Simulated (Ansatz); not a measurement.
# Hf2H3: the cost of one run

Computed with Ansatz 0.2.0 (DFT PBE, scalar-relativistic, plane waves, PAW, unless a step's input says otherwise).

## (1) The structure to begin with

The structure is hexagonal, space group P6/mmm (No. 191). Conventional cell: a = 4.266 Å, b = 4.266 Å, c = 3.963 Å, α = 90.00°, β = 90.00°, γ = 120.00°. Hf (site symmetry -6m2) is surrounded by 3 Hf at 2.46 Å and 6 H at 2.68 Å. H (site symmetry 6mm) is surrounded by 1 H at 0.93 Å. H (site symmetry 6/mmm) is surrounded by 2 H at 0.93 Å.

As a file:

```
CELL_PARAMETERS angstrom
4.26564 0.00000 0.00000
-2.13282 3.69415 0.00000
0.00000 0.00000 3.96284
ATOMIC_POSITIONS crystal
Hf 0.33333 0.66667 0.00000
Hf 0.66667 0.33333 0.00000
H 0.00000 0.00000 0.26591
H 0.00000 0.00000 0.73409
H 0.00000 0.00000 0.50000
```

Recipe of the guess: random cell by space group and Wyckoff sites (P6/mmm, No. 191). Its size is a rough estimate.

## (2) Probe: one point on a coarse mesh

Contents of input.yaml:

```yaml
crystal:
  lattice:
    - [4.26563999, 0.0, 0.0]
    - [-2.13281999, 3.69415259, 0.0]
    - [0.0, 0.0, 3.96283917]
  atoms:
    - { symbol: Hf, position: [0.33333333, 0.66666667, 0.0] }
    - { symbol: Hf, position: [0.66666667, 0.33333333, 0.0] }
    - { symbol: H, position: [0.0, 0.0, 0.26590519] }
    - { symbol: H, position: [0.0, 0.0, 0.73409481] }
    - { symbol: H, position: [0.0, 0.0, 0.5] }
basis:
  ecutwfc: 420
kpoints:
  mp_grid: { grid: [6, 6, 4] }
hamiltonian:
  xc: pbe
scf:
  occupations: { method: gaussian, width: 0.1 }
  lower_state_search: "off"
output:
  forces: true
  stress: true
  eigenvalues: true
```

Launch:

```console
ansatz run input.yaml --threads 1 --pin off --max-ram 2560MiB --backend cpu --events-out ev --progress --plain --runs-dir out
```

**Question.** How long does this run take on 1 thread of Intel Xeon at 2.50GHz (Skylake/Cascade Lake), shared host, and how much memory does it need?

About 5.6 s, with a peak of 0.36 GiB.
